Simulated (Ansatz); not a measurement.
# GaF (SMILES [F][Ga]): SVWN5/STO-3G

Aim: the energy change on altering one bond length of GaF at SVWN5/STO-3G, from 2 runs. 

The calculation is run with Ansatz 0.2.0.

56 further runs of the same task are left out: 29 that didn't finish, 27 set aside as unsound or not needed.

## (1) The structure to begin with

The species is GaF (2 atoms), meant as a singlet with charge 0. SMILES: `[F][Ga]`. The coordinates come from a PBE0-D4/def2-TZVP relaxation.

Bond lengths: F1–Ga2 1.787 Å.

## (2) A single-point energy at SVWN5/STO-3G

The input, molecule.yaml:

```yaml
crystal:
  periodic: [false, false, false]
  atoms:
    - symbol: F
      position_ang: [0.000000, -0.000000, 0.006300]
    - symbol: Ga
      position_ang: [-0.000000, 0.000000, 1.792850]
basis:
  gaussian:
    orbitals: STO-3G
hamiltonian:
  xc: {name: SVWN5}
accuracy: high
```

Launch:

```console
$ ansatz run molecule.yaml --threads 1 --pin off --max-ram 3480MiB --events-out events.jsonl --progress --plain --runs-dir runs
```

The program printed:

```text
Warning: RAYON_NUM_THREADS=1 ignored (pool sized by the plan → 1); use --threads N
Functional definition: SVWN5
  name "SVWN5"
  exchange = slater_x
  correlation = vwn5_c
297 factors; integrals over basis functions are off by at most 9.1e-8 eV
mean field evaluation 1: about -54014.5257 eV, gradient 7.5e1 eV
mean field evaluation 2: about -54062.8998 eV, gradient 1.0e2 eV
mean field evaluation 4: about -54324.3695 eV, gradient 3.3e1 eV
mean field evaluation 8: about -54324.3700 eV, gradient 3.3e1 eV
mean field evaluation 16: about -54333.1926 eV, gradient 3.9e-3 eV
mean field evaluation 32: about -54333.3178 eV, gradient 4.1e-5 eV
mean field evaluation 64: about -54326.0375 eV, gradient 1.0e1 eV
mean field evaluation 96: about -54223.9511 eV, gradient 1.2e2 eV
mean field evaluation 128: about -54333.2011 eV, gradient 2.6e-2 eV
mean field evaluation 160: about -54311.9106 eV, gradient 2.0e-2 eV
mean field evaluation 192: about -54332.9544 eV, gradient 8.7e0 eV
mean field evaluation 224: about -54333.2188 eV, gradient 2.2e-1 eV
mean field evaluation 256: about -54333.2225 eV, gradient 1.1e0 eV
mean field -54333.31778241 eV, -1996.7126000581 hartree, gradient 1.5e-8 eV, S^2 0.000000; 6 other end points of the search recorded, 0 dependent functions left out
reference -54333.31778389 eV, -1996.7126001125 hartree; 20, 20 occupied and 3, 3 virtual orbitals, 297 factors
Total energy: -54333.31778389 eV, -1996.7126001125 hartree
```

It took 4.2 s on 1 thread of Arm Neoverse V1, shared host.

## (3) The distorted shape

The input, job.yaml:

```yaml
crystal:
  periodic: [false, false, false]
  atoms:
    - {symbol: F, position_ang: [0.000000, -0.000000, -0.440350]}
    - {symbol: Ga, position_ang: [-0.000000, 0.000000, 1.792850]}
basis:
  gaussian: {orbitals: STO-3G}
magnetization: {spin_polarized: false}
hamiltonian: {xc: {name: SVWN5}}
accuracy: high
```

Launch:

```console
$ ansatz run job.yaml --threads 1 --pin off --max-ram 3480MiB --events-out events.jsonl --progress --plain --runs-dir runs
```

The program printed:

```text
Warning: RAYON_NUM_THREADS=1 ignored (pool sized by the plan → 1); use --threads N
[... 4 set-up lines as earlier in the session ...]
286 factors; integrals over basis functions are off by at most 3.0e-8 eV
mean field evaluation 1: about -54005.7940 eV, gradient 2.5e1 eV
mean field evaluation 2: about -54037.7771 eV, gradient 5.3e1 eV
mean field evaluation 4: about -54304.2354 eV, gradient 5.0e1 eV
mean field evaluation 8: about -54308.2342 eV, gradient 4.8e1 eV
mean field evaluation 16: about -54330.9331 eV, gradient 2.4e0 eV
mean field evaluation 32: about -54331.1199 eV, gradient 1.8e-6 eV
mean field evaluation 64: about -54289.0794 eV, gradient 1.1e2 eV
mean field evaluation 96: about -54330.3874 eV, gradient 1.4e1 eV
mean field evaluation 128: about -54312.2917 eV, gradient 1.5e0 eV
mean field evaluation 160: about -54330.8335 eV, gradient 8.0e0 eV
mean field evaluation 192: about -54331.1065 eV, gradient 3.4e-1 eV
mean field evaluation 224: about -54331.1016 eV, gradient 2.6e-3 eV
mean field -54331.11992258 eV, -1996.6318301989 hartree, gradient 2.7e-8 eV, S^2 0.000000; 3 other end points of the search recorded, 0 dependent functions left out
reference -54331.11992402 eV, -1996.6318302519 hartree; 20, 20 occupied and 3, 3 virtual orbitals, 286 factors
Total energy: -54331.11992402 eV, -1996.6318302519 hartree
```

It took 3.9 s on 1 thread of Arm Neoverse V1, shared host.

## (4) Outcome

Level: SVWN5/STO-3G.

| quantity | value |
| --- | --- |
| first shape: total energy | -1996.71260 Eh |
| distorted shape: total energy | -1996.63183 Eh |
| energy change with the F1–Ga2 bond stretched from 1.787 to 2.233 Å | 2.198 eV |

What this shows: With the F1–Ga2 bond stretched from 1.787 to 2.233 Å the energy rises by 2.20 eV (212 kJ/mol). The first shape isn't relaxed at this level, so the change isn't measured from a minimum. The minimal basis adds a large error of its own.
